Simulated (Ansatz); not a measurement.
**La2CuSn4 (Amm2): the equilibrium volume**

Aim: the volume at which the pressure of La2CuSn4 (Amm2) vanishes.

Method: DFT PBEsol, scalar-relativistic, plane waves, PAW, in Ansatz 0.2.0.

**1. The structure to begin with**

The structure is orthorhombic, space group Amm2 (No. 38). Conventional cell: a = 4.587 Å, b = 4.668 Å, c = 17.844 Å, α = 90.00°, β = 90.00°, γ = 90.00°. Cu (site symmetry mm2) is surrounded by 5 Sn at 2.56 to 2.69 Å. La (site symmetry mm2) has 10 Sn at 3.34 to 3.48 Å and 1 Cu at 3.77 Å in its first shell of neighbours. La (site symmetry mm2) has 10 Sn at 3.45 to 3.79 Å and 4 Cu at 3.59 Å in its first shell of neighbours. Around Sn (site symmetry mm2) lie 2 Cu at 2.69 Å and 4 Sn at 3.27 Å and 2 La at 3.38 Å. Around Sn (site symmetry mm2) lie 2 Cu at 2.65 Å and 4 Sn at 3.27 Å and 2 La at 3.35 Å. Around Sn (site symmetry mm2) lie 1 Cu at 2.56 Å. Sn (site symmetry mm2) is surrounded by 2 Sn at 2.98 Å and 4 La at 3.34 Å.

Coordinates:

```xyz
7
Lattice="4.5867 0.0000 0.0000 0.0000 2.3342 8.9222 0.0000 -2.3342 8.9222" Properties=species:S:1:pos:R:3 pbc="T T T"
Cu    0.0000    0.0000   12.3809
La    0.0000    0.0000   16.1530
La    2.2933    0.0000    1.9778
Sn    0.0000    0.0000    4.7857
Sn    2.2933    0.0000   13.7099
Sn    0.0000    0.0000    9.8161
Sn    2.2933    0.0000    7.9144
```

**2. The first run (PBEsol, 4×4×4 mesh)**

input.yaml

```yaml
crystal:
  lattice:
    - [4.58665066, 0.0, 0.0]
    - [0.0, 2.3342067, 8.92219484]
    - [0.0, -2.3342067, 8.92219484]
  atoms:
    - { symbol: Cu, position: [0.0, 0.693825, 0.693825] }
    - { symbol: La, position: [0.0, 0.905217, 0.905217] }
    - { symbol: La, position: [0.5, 0.1108385, 0.1108385] }
    - { symbol: Sn, position: [0.0, 0.2681925, 0.2681925] }
    - { symbol: Sn, position: [0.5, 0.7683055, 0.7683055] }
    - { symbol: Sn, position: [0.0, 0.5500965, 0.5500965] }
    - { symbol: Sn, position: [0.5, 0.4435215, 0.4435215] }
basis:
  ecutwfc: 420
kpoints:
  mp_grid: { grid: [4, 4, 4] }
hamiltonian:
  xc: pbesol
scf:
  occupations: { method: gaussian, width: 0.1 }
output:
  forces: true
  stress: true
  eigenvalues: true
```

On the command line:

```
> ansatz run input.yaml --threads 8 --pin off --max-ram 14336MiB --backend cpu --events-out ev --progress --plain --runs-dir out
```

After this run come: Full relaxation.

Before running it: what results should come out? Wanted: volume; pressure; conventional cell; gap on the mesh.

**Answer**, as computed:

| quantity | value |
| --- | --- |
| volume | 25.778 Å³/atom |
| pressure | 0.00 GPa |
| conventional cell | a = 4.454 Å, b = 4.487 Å, c = 18.058 Å, α = 90.00°, β = 90.00°, γ = 90.00° |
| gap on the mesh | none (metal) |

**Reading.** From the first run shown, the volume went from 27.29 to 25.78 Å³/atom (-5.5 %) in 2 runs, where the pressure is zero within 0.01 GPa. Spin–orbit coupling is left out, though the cell holds La; it can open a gap where p bands cross.
